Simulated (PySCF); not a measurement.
# MnF: bond curves at several levels of theory

One job finds the state of MnF, follows it along the bond with each method and fits the curves.

The runs use PySCF 2.14.0; Mn def2-TZVPP, F def2-TZVPP, no relativity.

**1. Set-up**

A driver script around PySCF takes these settings:

| Quantity | Value |
| --- | --- |
| atoms | Mn, F |
| charge | 0 |
| basis | Mn def2-TZVPP, F def2-TZVPP |
| Hamiltonian | no relativity |
| basis functions | 95 |
| electrons treated | 34 |
| masses in u | 54.9380, 18.9984 |
| levels | PBE0, PBE, r²SCAN, r²SCAN0, M06, M06-L, TPSS, ωB97X, HF, MP2, SCS-MP2 |
| grid | 80 radial by 434 angular points |
| occupations | held fixed by the projection of orbital angular momentum |
| dissociation limit | Mn + F, each in its ground configuration |
| starting distance in angstrom | 1.735 |
| values of 2S to try | 0, 2, 4, 6, 8 |

Run with:

```sh
$ OMP_NUM_THREADS=1 python dia.py task.json out
```

After this run come: The PBE0 curve of the state that the search chose; Other states along the same grid; PBE; r²SCAN; r²SCAN0 (hybrid meta-GGA); M06 (hybrid meta-GGA); M06-L (meta-GGA); TPSS (meta-GGA); ωB97X; UHF.

Q: Predict the outcome of this session. Wanted: for each run, Re; ωe; De; μ.

The runs gave:

Lowest PBE0 solution found, without spin–orbit coupling: ⁷Σ⁺ (septet), unpaired electrons σ ↑↑, π ↑↑, δ ↑↑. State 2 has its PBE0 minimum 0.64 eV higher, as a spin-mixed determinant (⟨S²⟩ = 6.79), so this is no gap between pure states. The other levels ran on the lowest alone.

```tsv
level	Re (Å)	ωe (cm⁻¹)	De (eV)	μ (D)
UHF	1.866	613	3.48	-3.24
UHF-MP2	1.841	613	4.89	n/a
UHF-SCS-MP2	1.850	608	4.57	n/a
PBE	1.830	608	5.24	-2.09
TPSS	1.826	617	5.17	-2.09
r²SCAN	1.823	629	5.25	-2.32
M06-L	1.833	619	4.47	-2.30
PBE0	1.829	621	4.81	-2.57
r²SCAN0	1.828	631	4.81	-2.71
M06	1.833	621	4.09	-2.76
ωB97X	1.834	624	4.36	-2.49
```

De is counted to Mn + F in their ground configurations. A positive dipole means Mn(−)F(+).

The methods spread over 0.043 Å in bond length, from r²SCAN to UHF. Of the levels with a De here, UHF gives the least (3.48 eV) and r²SCAN the most (5.25 eV).

Correlated steps freeze 6 core orbitals. With d or f electrons several states lie close, and the lowest PBE0 determinant need not be the measured ground state.
